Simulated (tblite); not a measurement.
# C6H14NPSi: the cost of one run

The runs use tblite 0.8.0 and PySCF 2.14.0, with density-fitted response routines of our own; the level of theory stands in each step. All values are computed, except where a source is named. Atoms are numbered from 0 throughout.

## Step 1: The molecule as given

23 atoms, charge 0, multiplicity 1; geometry from: force field or distance geometry start.

Bonds of the start (Å): C0–C1 1.20, C1–C2 1.48, C2–P3 1.86, P3–Si4 2.22, P3–C5 1.86, C5–N6 1.43, N6–C7 1.46, N6–C8 1.45, C0–H9 1.08, C2–H10 1.10, C2–H11 1.12, Si4–H12 1.47, Si4–H13 1.47, Si4–H14 1.46, C5–H15 1.13, C5–H16 1.11, C7–H17 1.10, C7–H18 1.11, C7–H19 1.11, C8–H20 1.10, C8–H21 1.09, C8–H22 1.10.

## Step 2: Optimising the geometry with GFN2-xTB

Job settings and geometry (Å):

```
{"job": {"kind": "relax", "xc": "GFN2-xTB", "basis": "xTB"}, "charge": 0, "multiplicity": 1}
C      1.632600     1.756600    -2.287000
C      1.721100     0.586100    -2.047800
C      1.879700    -0.847300    -1.723500
P      0.851700    -1.144600    -0.205700
Si     2.191000    -0.813200     1.534900
C     -0.391700     0.233200    -0.137100
N     -1.466500     0.011300     0.782400
C     -2.309200     1.200100     0.689800
C     -2.233300    -1.100800     0.263400
H      1.514200     2.811300    -2.491400
H      2.921900    -1.058000    -1.460400
H      1.542300    -1.463800    -2.594100
H      3.414200    -0.152500     1.062300
H      1.539600     0.142700     2.437600
H      2.533900    -2.054600     2.216900
H      0.119400     1.210200     0.116600
H     -0.840200     0.403200    -1.142600
H     -2.579900     1.481400     1.712900
H     -3.171000     0.972900     0.030600
H     -1.677600     2.014500     0.268100
H     -1.585600    -1.985300     0.182700
H     -3.071900    -1.348400     0.921100
H     -2.539500    -0.828100    -0.760700
```

Started as:

```console
OMP_NUM_THREADS=1 python probes_run.py task.json out
```

This one command runs all jobs of the session in turn.

**Question.** How long does this first job take on 1 thread of Arm Neoverse N1, shared host, and how much memory does it need?

About 4.8 s, with a peak of 0.18 GiB.
